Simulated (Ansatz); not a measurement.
# CdSnTe2: the cost of one run

Method: DFT PBEsol, scalar-relativistic, plane waves, PAW, in Ansatz 0.2.0.

1 further run of the same task is left out (set aside as unsound or not needed).

## 1. The starting structure

The structure is trigonal, space group R-3m (No. 166). Conventional cell: a = 4.365 Å, b = 4.365 Å, c = 21.040 Å, α = 90.00°, β = 90.00°, γ = 120.00°. Around Cd (site symmetry -3m) lie 6 Te at 3.02 Å. Around Sn (site symmetry -3m) lie 6 Te at 3.12 Å. Around Te (site symmetry 3m) lie 3 Cd at 3.02 Å and 3 Sn at 3.12 Å.

Coordinates:

```
Cd Sn Te
1.0
     2.18238    1.26000    7.01346
    -2.18238    1.26000    7.01346
     0.00000   -2.52000    7.01346
Cd Sn Te
1 1 2
Direct
  0.00000 0.00000 0.00000
  0.50000 0.50000 0.50000
  0.74566 0.74566 0.74566
  0.25434 0.25434 0.25434
```

It goes back to an entry of the Materials Project, which need not be the stable form.

This cell was relaxed beforehand with the same method: volume 28.93 Å³/atom, gap on the mesh none (metal).

## 2. What is varied

Atoms count from 1 in the order of the input.

The energy is mapped over a free internal coordinate and the cell.

First coordinate, shift of Te3 along [0 0 1], its symmetry partners moved as symmetry demands (measured in the relaxed cell): 5 values from −0.150 Å. Second coordinate, c/a of the conventional cell at fixed volume: 5 values from 4.194 to 5.447.

Nothing else is relaxed (all other coordinates fixed). Energies count from the relaxed crystal. Points are written as (first, second).

## 3. Point (0.075 Å, 4.194)

The input, input.yaml:

```yaml
crystal:
  lattice:
    - [2.2860872247, 1.3198730746, 6.3915950687]
    - [-2.2860872247, 1.3198730746, 6.3915950687]
    - [0.0, -2.6397461492, 6.3915950687]
  atoms:
    - { symbol: Cd, position: [0.0, 0.0, 0.0] }
    - { symbol: Sn, position: [0.5, 0.5, 0.5] }
    - { symbol: Te, position: [0.7492243997, 0.7492243997, 0.7492243997] }
    - { symbol: Te, position: [0.2507756003, 0.2507756003, 0.2507756003] }
basis:
  ecutwfc: 420
kpoints:
  mp_grid: { grid: [12, 12, 12] }
hamiltonian:
  xc: pbesol
  pseudopotentials: { kind: paw }
scf:
  occupations: { method: gaussian, width: 0.15 }
output:
  forces: true
  stress: true
  eigenvalues: true
```

Command:

```bash
$ ansatz run input.yaml --threads 2 --pin off --max-ram 4096MiB --backend cpu --events-out ev --progress --plain --runs-dir out
```

What time and memory should one allow on 2 threads of Arm Neoverse N1, shared host?

About 47 s, with a peak of 0.83 GiB.
